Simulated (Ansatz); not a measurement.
# SiGeH4 (triplet): the correlation ladder, cc-pVDZ

Aim: climb from Hartree-Fock through coupled cluster and multireference methods for SiGeH4 (triplet) at one geometry and basis, and see what each rung misses.

Program: Ansatz 0.2.0, Gaussian basis. Level of theory: cc-pVDZ, core rule «outside noble gas», up to 19 orbitals frozen. These are calculated values, not measurements.

The runs, in order: UHF; CCSD(T) on ROHF; CCSD(T) on UHF; BCCD(T) on ROHF; CISD; CCSDT(Q) on ROHF; CCSDT(Q) on UHF; CASSCF and MRCISD+Q, 12 electrons in 12 orbitals; CASSCF and NEVPT2, 12 electrons in 12 orbitals.

4 further runs of the same task are left out: 4 set aside as unsound or not needed.

### Step 1. The geometry

The geometry is a PBE0/def2-TZVP stationary point (not a proven minimum) of the parent state, kept for this charge and spin. No spin-orbit coupling is included. The filled d shell of Ge may be among the frozen orbitals whatever the setting's name suggests; the logs give the count.

6 atoms, charge 0, spin multiplicity 3.

Atoms are counted from 1 here; the program's logs count them from 0.

Bond lengths: Si1–Ge2 2.457 Å, Si1–H3 1.489 Å, Si1–H4 1.494 Å, Si1–H5 1.494 Å, Ge2–H6 1.593 Å. Angles: Ge2–Si1–H3 118.9°, Ge2–Si1–H4 107.4°, Ge2–Si1–H5 107.4°, H3–Si1–H4 107.9°, H3–Si1–H5 107.9°, H4–Si1–H5 106.6°, Si1–Ge2–H6 92.7°.

### Step 2. UHF

Contents of in.yaml:

```yaml
crystal:
  periodic: [false, false, false]
  atoms:
    - {symbol: Si, position_ang: [0.000000, 0.027795, 1.712649]}
    - {symbol: Ge, position_ang: [0.000000, -0.030704, -0.744071]}
    - {symbol: H, position_ang: [0.000000, 1.348061, 2.400385]}
    - {symbol: H, position_ang: [1.197551, -0.733921, 2.178541]}
    - {symbol: H, position_ang: [-1.197551, -0.733921, 2.178541]}
    - {symbol: H, position_ang: [0.000000, 1.558094, -0.855589]}
basis:
  gaussian: {orbitals: cc-pVDZ}
magnetization: {spin_polarized: true, initial_magnetization: 2}
hamiltonian: {xc: hf}
output: {orbitals: {seedname: orbitals}}
```

Launch:

```bash
$ ansatz run in.yaml --threads 1 --pin off --events-out ev --progress --plain --max-ram 4096MiB --backend cpu
```

After this run come: CCSD(T) on ROHF; CCSD(T) on UHF; BCCD(T) on ROHF; CISD; CCSDT(Q) on ROHF; CCSDT(Q) on UHF; CASSCF and MRCISD+Q, 12 electrons in 12 orbitals; CASSCF and NEVPT2, 12 electrons in 12 orbitals.

Before running them: what should the planned runs give, taken together? Wanted: UCCSDT(Q) below the RHF energy; RMP2 from UCCSDT(Q); UMP2 from UCCSDT(Q); RCCSD from UCCSDT(Q); RCCSD(T) from UCCSDT(Q); UCCSD(T) from UCCSDT(Q); RCCSDT(Q) from UCCSDT(Q); NEVPT2 valence from UCCSDT(Q); MRCISD+Q valence from UCCSDT(Q).

The runs gave:

```
                         quantity                                value
   UCCSDT(Q) below the RHF energy                           -6.0281 eV
              RMP2 from UCCSDT(Q)                          +1370.1 meV
              UMP2 from UCCSDT(Q)                          +1359.9 meV
             RCCSD from UCCSDT(Q)                           +200.9 meV
          RCCSD(T) from UCCSDT(Q)                            +50.2 meV
          UCCSD(T) from UCCSDT(Q)                            +40.5 meV
         RCCSDT(Q) from UCCSDT(Q)                             +9.9 meV
    NEVPT2 valence from UCCSDT(Q)                          +1192.2 meV
  MRCISD+Q valence from UCCSDT(Q)                            +55.5 meV
levels within 1 kcal/mol (43 meV)  UCCSD(T), RCCSDT, UCCSDT, RCCSDT(Q)
                    T1 diagnostic                                0.023
   effectively unpaired electrons                                 2.03
```

What this shows: RCCSD(T) misses by +50.2 meV, 0.8 % of the correlation energy. One determinant dominates. Of the multireference levels listed MRCISD+Q valence comes nearest in total energy (+55.5 meV), which doesn't show that its space is the better one. These misses are within one basis, not against nature; the frozen cores of restricted and unrestricted runs differ, which can shift their rows.
